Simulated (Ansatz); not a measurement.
Write a Python script for Ansatz 0.2.0 through its Python package that makes a test of the smearing width of RbRhO₃, space group Pm-3m. Settings (first run): LDA, PAW, the default cutoff (420 eV here), 6×6×6 k-points, Methfessel-Paxton smearing of 0.5 eV. The script varies width (eV): 0.5, 0.3, 0.2, 0.1.

Input file `rbrho3.vasp`:
```text
RbRhO3
1.0
   4.04270800    0.00000000    0.00000000
   0.00000000    4.04270800    0.00000000
   0.00000000    0.00000000    4.04270800
Rb Rh O
1 1 3
Direct
   0.00000000    0.00000000    0.00000000
   0.50000000    0.50000000    0.50000000
   0.50000000    0.50000000    0.00000000
   0.50000000    0.00000000    0.50000000
   0.00000000    0.50000000    0.50000000
```

`rbrho3_smear.py`:
```python
# -*- coding: utf-8 -*-
'''How the energy of RbRhO3 depends on the smearing.'''

import ansatz as az
from ase.io import read
import pandas as pd

XC = 'lda'


def main():
    atoms = read('rbrho3.vasp', format='vasp')
    cell = az.Crystal.from_ase(atoms)

    setup = cell.calculation()
    setup = setup.functional(XC)
    setup = setup.pseudopotentials('paw')
    setup = setup.kpoints(6)
    setup = setup.forces()
    setup = setup.stress()

    rows = []
    for value in [0.5, 0.3, 0.2, 0.1]:
        report = setup.occupations('methfessel_paxton', width=value).run().report
        rows.append((value, report['free_energy_ev'] / len(report['lattice']['sites']), report['n_iterations'], sum(report['stress_gpa'][i][i] for i in range(3)) / 3, max(abs(f) for row in report['forces_ev_ang'] for f in row), report['n_kpoints']))

    table = pd.DataFrame(rows, columns=['width (eV)', 'F/atom (eV)', 'iterations', 'P (GPa)', 'max component (eV/A)', 'k-points'])
    print(table.round(5).to_string(index=False))

    # the last row is the reference
    for row in rows[:-1]:
        shift = 1000 * (row[1] - rows[-1][1])
        print(f'{row[0]}: {shift:+.2f} meV/atom' + ('  (within 1 meV)' if abs(shift) < 1 else ''))


if __name__ == '__main__':
    main()
```

```console
$ python rbrho3_smear.py
DeckWarning: basis.ecutwfc = 420 eV, auto-derived from the records' recommended cutoffs: set by Rb (normal level)
 width (eV)  F/atom (eV)  iterations   P (GPa)  max component (eV/A)  k-points
        0.5  -2222.30398           8 -14.87292                   0.0        20
        0.3  -2222.29367           8 -15.00118                   0.0        20
        0.2  -2222.29184           8 -15.07790                   0.0        20
        0.1  -2222.29212           8 -15.16161                   0.0        20
0.5: -11.86 meV/atom
0.3: -1.55 meV/atom
0.2: +0.28 meV/atom  (within 1 meV)
```
(Warnings from the package without file and line.)

Going from 0.1 to 0.5 eV changes F by -11.9 meV an atom. This scheme is built to cancel the term in the square of the width, but that needs a smooth density of states and a fine mesh, and here a sizeable shift remains. The pressure moves from -15.16 to -14.87 GPa.

Reading the output:
- The run is spin-unpolarised.
- For a metal this k-point mesh is coarse: on a finer one energies can move by several to tens of meV an atom and pressures by half a GPa or more, differences at one mesh by less.
- The free energy holds a sizeable smearing term, which stands for no physical temperature.
- Forces vanish by symmetry here and test nothing.
- The narrowest width needs the finest mesh, so the last row is no converged reference.
- Pressure is positive in compression.
- At these settings the cell as given stands under about -15 GPa, so it isn't at this functional's equilibrium volume.
- This cell is a computed structure, which may not be the phase found in nature.
- Hardware and time: 12 s on 1 thread of Arm Neoverse V1 (shared host), peak memory 0.48 GiB.

(A comment or docstring line of the script was reworded after the run, the code is as it ran; lines on the test bed's own set-up are left out of the output.)
